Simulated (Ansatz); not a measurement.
**C₂H₇GaO: a ladder of functionals and wavefunction methods**

One table from this session's results is given with a row withheld; the runs are named, their logs left out.

The runs use Ansatz 0.2.0, Gaussian basis; functionals in def2-TZVPP, the program's frozen cores in correlated methods.

Plan: LDA (SPW92), PBE-D4, revPBE-D4, BLYP-D4, r2SCAN-D4, B97M-V, PBE0-D4, B3LYP-D4, r2SCANh-D4, r2SCAN0-D4, HSE06-D4, BHLYP-D4, CAM-B3LYP-D4, LC-ωPBE, ωB97X-V, ωB97M-V, B2PLYP, PBE-QIDH; CCSD(T)/def2-SVP; CCSD(T)/def2-TZVPP; MP2/def2-QZVPP; extrapolation to the limit; RPA on PBE.

## The relaxed structure

An earlier PBE0-D4 in a triple-zeta def2 set relaxation fixed the geometry.

SMILES `[CH3][Ga]([CH3])[OH]`, 11 atoms, charge 0, spin multiplicity 1.

Atoms are counted from 1 here; the program's logs count them from 0.

Bond lengths: C1–Ga2 1.957 Å, C1–H5 1.093 Å, C1–H6 1.090 Å, C1–H7 1.093 Å, Ga2–C3 1.967 Å, Ga2–O4 1.800 Å, C3–H8 1.093 Å, C3–H9 1.093 Å, C3–H10 1.091 Å, O4–H11 0.959 Å. Angles: Ga2–C1–H5 110.7°, Ga2–C1–H6 110.3°, Ga2–C1–H7 110.9°, H5–C1–H6 108.8°, H5–C1–H7 107.3°, H6–C1–H7 108.8°, C1–Ga2–C3 129.2°, C1–Ga2–O4 112.8°, C3–Ga2–O4 118.0°, Ga2–C3–H8 110.1°, Ga2–C3–H9 110.5°, Ga2–C3–H10 112.0°, H8–C3–H9 107.2°, H8–C3–H10 108.3°, H9–C3–H10 108.5°, Ga2–O4–H11 114.3°.

Set-up of the first run:

The input, in.yaml:

```yaml
crystal:
  periodic: [false, false, false]
  atoms:
    - {symbol: C, position_ang: [1.107040, 1.531059, -0.200260]}
    - {symbol: Ga, position_ang: [-0.195160, 0.139720, 0.245783]}
    - {symbol: C, position_ang: [-0.378075, -1.673678, -0.494381]}
    - {symbol: O, position_ang: [-1.356025, 0.652514, 1.522492]}
    - {symbol: H, position_ang: [2.124941, 1.185991, -0.002873]}
    - {symbol: H, position_ang: [0.919528, 2.427481, 0.391359]}
    - {symbol: H, position_ang: [1.052200, 1.790246, -1.260290]}
    - {symbol: H, position_ang: [0.506752, -2.269291, -0.254647]}
    - {symbol: H, position_ang: [-0.457337, -1.637095, -1.583625]}
    - {symbol: H, position_ang: [-1.255243, -2.189106, -0.100415]}
    - {symbol: H, position_ang: [-2.003321, -0.014740, 1.757256]}
basis:
  gaussian: {orbitals: def2-TZVPP}
hamiltonian: {xc: lda}
output: {orbitals: {seedname: orbitals}}
```

Among the steps run: LDA; PBE-D4 (GGA); revPBE-D4 (GGA); BLYP-D4 (GGA); r2SCAN-D4 (meta-GGA); B97M-V (meta-GGA); PBE0-D4 (hybrid); B3LYP-D4 (hybrid); r2SCANh-D4 (hybrid); r2SCAN0-D4 (hybrid); HSE06-D4 (hybrid); BHLYP-D4 (hybrid); CAM-B3LYP-D4 (range-separated); LC-ωPBE-D4 (range-separated; the results give it without D4); ωB97X-V (range-separated); ωB97M-V (range-separated); B2PLYP (double hybrid); PBE-QIDH (double hybrid).

One of the session's tables, all rows but one given; the rest of the session is left out.

It belongs to the step «Orbital energies across the functionals». 

```
  functional  HOMO (eV)  gap (eV)
 LDA (SPW92)      -6.62      5.34
      PBE-D4      -6.44      5.44
   revPBE-D4      -6.38      5.50
     BLYP-D4          ?         ?
   r2SCAN-D4      -6.71      6.00
      B97M-V      -6.77      5.86
     PBE0-D4      -7.72      7.53
    B3LYP-D4      -7.50      7.00
  r2SCANh-D4      -7.19      6.75
  r2SCAN0-D4      -7.90      7.88
    HSE06-D4      -7.32      6.76
    BHLYP-D4      -8.88      9.40
CAM-B3LYP-D4      -9.08      9.75
     LC-ωPBE     -10.45     12.35
     ωB97X-V     -10.07     11.79
     ωB97M-V      -9.94     11.39
```

Q: Estimate the row for BLYP-D4 from the others.

Worked estimate for «HOMO (eV)». Against the share of exact exchange, B3LYP-D4 (0.2, -7.50), BHLYP-D4 (0.5, -8.88) give a slope of -4.60 per unit share; at 0 the line stands at -6.58.

**Answer.** HOMO (eV): -6.31; gap (eV): 5.34. In «HOMO (eV)» the line misses by -0.27.
